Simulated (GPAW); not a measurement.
# AlSn (P-6m2) in GPAW: settings compared, part 2 of 2

GPAW 26.7.0.

## 5. Single point, PBEsol

File run.py:

```python
from ase.dft.bandgap import bandgap
from ase.io import read, write
from ase.units import GPa
from gpaw import GPAW, PW, setup_paths

setup_paths.insert(0, '.')

atoms = read('POSCAR')

calc = GPAW(mode=PW(600),
            xc='PBEsol',
            kpts={'size': (7, 7, 8), 'gamma': True},
            occupations={'name': 'methfessel-paxton', 'order': 0, 'width': 0.02},
            nbands=17,
            convergence={'density': 1e-05, 'energy': 1e-05},
            maxiter=150,
            txt='gpaw.txt')
atoms.calc = calc
energy = atoms.get_potential_energy()
forces = atoms.get_forces()
stress = atoms.get_stress()
calc.write('gs.gpw')
write('result.traj', atoms)
print(f'Energy: {energy:.6f} eV')
print('Forces (eV/A):')
print(forces.round(4))
print('Stress (GPa):', (stress / GPa).round(3))
print('Fermi level:', round(calc.get_fermi_level(), 4), 'eV')
print(f'Gap: {bandgap(calc)[0]:.4f} eV, direct: {bandgap(calc, direct=True)[0]:.4f} eV')
```

File POSCAR:

```
AlSn
1.0
    4.1981056157      0.0000000000      0.0000000000
   -2.0990528078      3.6356661109      0.0000000000
    0.0000000000      0.0000000000      3.3068470000
Sn Al
1 1
Direct
    0.3333333333      0.6666666667      0.5000000000
    0.0000000000      0.0000000000      0.0000000000
```

Potentials or basis: PAW data sets generated in the run's folder for this functional, pw.

The run is started by

```
gpaw-setup -f PBEsol Al Sn
OMP_NUM_THREADS=1 python run.py
```

gpaw.txt:

```text
__  _  _
 | _ |_)|_||  |
 |__||  | ||/\| - 26.7.0

Input parameters:
  mode=PW(ecut=600.0),
  convergence={'density': 1e-05, 'energy': 1e-05},
  kpts=MonkhorstPack(size=(7, 7, 8), gamma=True),
  maxiter=150,
  nbands=17,
  occupations=Occupations(name='methfessel-paxton', order=0, width=0.02),
  xc=XC(name='PBEsol')

Diagonalizing LCAO Hamiltonian
Converting LCAO to pw mode

         Sn

       Al

Atoms  # Å, Bohr magnetons
|   | symbol |         x |        y |        z |    initial magnetic moments |
|---|--------|-----------|----------|----------|-----------------------------|
| 0 |     Sn | -0.000000 | 2.423777 | 1.653423 | ( 0.0000,  0.0000,  0.0000) |
| 1 |     Al |  0.000000 | 0.000000 | 0.000000 | ( 0.0000,  0.0000,  0.0000) |

Unit cell  # Å
| periodic |         x |        y |        z |  lengths |     angles |
|----------|-----------|----------|----------|----------|------------|
|      yes |  4.198106 | 0.000000 | 0.000000 | 4.198106 |  90.000000 |
|      yes | -2.099053 | 3.635666 | 0.000000 | 4.198106 |  90.000000 |
|      yes |  0.000000 | 0.000000 | 3.306847 | 3.306847 | 120.000000 |

Number of symmetries: 12
Symmetry operations  # r_c * U_cc + t_c -> r_c
|    | kind |            matrix            |
|----|------|------------------------------|
|  0 |  σ   |  1, 1, 0,  0,-1, 0,  0, 0, 1 |
|  1 |  C2  |  1, 1, 0,  0,-1, 0,  0, 0,-1 |
|  2 |  E   |  1, 0, 0,  0, 1, 0,  0, 0, 1 |
|  3 |  σ   |  1, 0, 0,  0, 1, 0,  0, 0,-1 |
|  4 |  C3  |  0, 1, 0, -1,-1, 0,  0, 0, 1 |
|  5 |  S3  |  0, 1, 0, -1,-1, 0,  0, 0,-1 |
|  6 |  σ   |  0,-1, 0, -1, 0, 0,  0, 0, 1 |
|  7 |  C2  |  0,-1, 0, -1, 0, 0,  0, 0,-1 |
|  8 |  σ   | -1, 0, 0,  1, 1, 0,  0, 0, 1 |
|  9 |  C2  | -1, 0, 0,  1, 1, 0,  0, 0,-1 |
| 10 |  C3  | -1,-1, 0,  1, 0, 0,  0, 0, 1 |
| 11 |  S3  | -1,-1, 0,  1, 0, 0,  0, 0,-1 |

BZ-sampling:
  Number of BZ points: 392
  Number of IBZ points: 40

  Monkhorst-Pack size: [7, 7, 8]
  Monkhorst-Pack shift: [0.0, 0.0, 0.0625]

K-points  # in reciprocal-cell coordinates
|     |                                coordinates |     weight |
|-----|--------------------------------------------|------------|
|   0 | (  0.00000000,   0.00000000,   0.00000000) | 0.00255102 |
|   1 | (  0.00000000,   0.00000000,   0.12500000) | 0.00510204 |
|   2 | (  0.00000000,   0.00000000,   0.25000000) | 0.00510204 |
|   3 | (  0.00000000,   0.00000000,   0.37500000) | 0.00510204 |
|   4 | (  0.00000000,   0.00000000,   0.50000000) | 0.00255102 |
|   5 | (  0.14285714,   0.00000000,   0.00000000) | 0.01530612 |
|   6 | (  0.14285714,   0.00000000,   0.12500000) | 0.03061224 |
|   7 | (  0.14285714,   0.00000000,   0.25000000) | 0.03061224 |
|   8 | (  0.14285714,   0.00000000,   0.37500000) | 0.03061224 |
|   9 | (  0.14285714,   0.00000000,   0.50000000) | 0.01530612 |
| ... |                                            |            |
|  39 | (  0.42857143,   0.42857143,   0.50000000) | 0.01530612 |

Plane wave coefficients: 1730
Cutoff: 600.0 eV

Spin-components: 1 (collinear spins)
Bands:           17
Projectors:      11
Spin-degeneracy: 2
Datatype:        complex128

Parallelization:
  kpt:    1
  domain: 1
  band:   1

Density:
  Valence electrons: 17.0
  Components: 1
  Grid points: [24 24 20]
  Charge: 0.0  # |e|

Potential:
  Grid points: [24 24 20]

species:
  Sn:
    name:    Tin
    Z:       50.0
    valence: 14
    core:    36
    charge:  0.0  # [|e|]
    compensation charges:
      type: gauss
      rc: 0.38  # [Å]
      lmax: 2
    cutoffs:
      filter: 2.23  # [Å]
      core: 2.35  # [Å]
    projectors
    | kind |    occ | energy [eV] | rcut [Å] |
    |------|--------|-------------|----------|
    |   5s |  2.000 |     -10.584 |    1.201 |
    |   5p |  2.000 |      -3.711 |    1.270 |
    |   4d | 10.000 |     -25.798 |    1.185 |
    |    s |        |      16.628 |    1.201 |
    |    p |        |      23.501 |    1.270 |
    |    d |        |       1.413 |    1.185 |

    Using partial waves for Sn as LCAO basis

  Al:
    name:    Aluminium
    Z:       13.0
    valence: 3
    core:    10
    charge:  0.0  # [|e|]
    compensation charges:
      type: gauss
      rc: 0.34  # [Å]
      lmax: 2
    cutoffs:
      filter: 1.91  # [Å]
      core: 2.36  # [Å]
    projectors
    | kind |    occ | energy [eV] | rcut [Å] |
    |------|--------|-------------|----------|
    |   3s |  2.000 |      -7.715 |    1.085 |
    |   3p |  1.000 |      -2.689 |    1.085 |
    |    s |        |      19.497 |    1.085 |
    |    p |        |      24.522 |    1.085 |
    |    d |        |       0.000 |    1.085 |

    Using partial waves for Al as LCAO basis

Reference energy: -174526.031072  # eV

eigensolver:
  PPCG
  Converge bands: occupied
  niter=2

density mixing:
  MSR1-Mixer
  Pratt-step length: 0.05
  Maximum mixing coefficient: 0.75
  Old densities: 10
  SVD Regularization: 0.005
  Good broyden scale: 1.0
  Trust region scale: 1.0
  Backstep threshold: 4.0
  History deletion threshold: 6.0
  Fourier metric: weight=20.0, sigma=0.015

occupation numbers:
  Methfessel-Paxton:
    width: 0.0200  # eV
    order: 0

poisson solver:
  ecut: 4800.0  # eV

xc functional:
  name: PBEsol with 2 nearest neighbor stencil

convergence criteria:
- Maximum integral of absolute [dens]ity change: 1e-05 electrons / valence electron
- Maximum [total energy] change in last 3 cyles: 1e-05 eV / valence electron
- Maximum integral of absolute [eigenst]ate change: 4e-08 eV^2 / valence electron
maximum number of iterations: 150

SCF iterations
|iter     | |      energy | eigst |  dens |
|---------|-|-------------|-------|-------|
|iter:   1| |   -8.200546 | -0.00 |       |
|iter:   2| |   -8.199121 | -2.49 | -1.38 |
|iter:   3| |   -8.169725 | -2.65 | -1.40 |
|iter:   4| |   -8.169033 | -3.40 | -1.92 |
|iter:   5| |   -8.169119 | -4.70 | -2.67 |
|iter:   6| |   -8.169133c| -5.89 | -3.27 |
|iter:   7| |   -8.169135c| -6.93 | -3.86 |
|iter:   8| |   -8.169135c| -7.53c| -4.61 |
|iter:   9| |   -8.169135c| -7.88c| -5.27c|

Converged in 9 steps
Energy contributions relative to reference atoms: (reference = -174526.031072)

Energy contributions:
  Kinetic:           5.394815
  Coulomb:          -4.231707
  Zero:             -0.000330
  External:          0.000000
  Xc:               -9.331868
  Entropy:          -0.000092
  Spinorbit:         0.000000
  ----------------------------
  Free energy:      -8.169181
  Extrapolated:     -8.169135

dipole moment: (-5.543149, -5.159598, -5.702881)  # |e|*Ang

Fermi level: 5.575
Eigenvalues  # (at kpt = [0.000, 0.000, 0.000])
| band index |      eig [eV] | occ [0-2] |
|------------|---------------|-----------|
|          0 |       -15.694 |     2.000 |
|          1 |       -15.590 |     2.000 |
|          2 |       -15.590 |     2.000 |
|          3 |       -15.568 |     2.000 |
|          4 |       -15.568 |     2.000 |
|          5 |        -4.877 |     2.000 |
[... 9 lines left out ...]
|         15 |        19.018 |     0.000 |
|         16 |        19.025 |     0.000 |

No gap
No difference between direct/indirect transitions

Forces  # eV/Ang
|        x |       y |       z |
|----------|---------|---------|
| -0.00000 | 0.00000 | 0.00000 |  # Sn   0
|  0.00000 | 0.00000 | 0.00000 |  # Al   1

Stress tensor  # eV/Ang^3
|         x |         y |        z |
|-----------|-----------|----------|
|  0.012880 | -0.000000 | 0.000000 |
| -0.000000 |  0.012880 | 0.000000 |
|  0.000000 |  0.000000 | 0.009270 |

# Writing to gs.gpw (mode='')
```

Run time: 15 s. Hardware: 1 thread of Arm Neoverse V2, shared host; peak memory 0.17 GiB.

Results:

| Property | Result |
| --- | --- |
| Free energy | -8.1692 eV |
| Pressure | -1.9 GPa |
| Band gap on the k mesh | none (metal or under the smearing width) |

## 6. Summary

```csv
level,potentials or basis,cell,gap on the mesh (eV),pressure (GPa)
RPBE,"the program's PAW data sets (release 1.2.1) made for this functional, pw",the cell as VASP's run set it,none,1.4
PBEsol,"PAW data sets generated in the run's folder for this functional, pw",the cell as VASP's run set it,none,-1.9
RPBE,"the program's PAW data sets (release 1.2.1) made for this functional, pw",as given,none,1.4
PBEsol,"PAW data sets generated in the run's folder for this functional, pw",as given,none,-1.9
```

Alike in all rows: task single point; no spin polarisation; k mesh 7 × 7 × 8; cutoff (eV) 600; smearing gaussian 0.02 eV.

Total energies depend on the potentials used, so only differences within one code and one set of settings carry meaning.
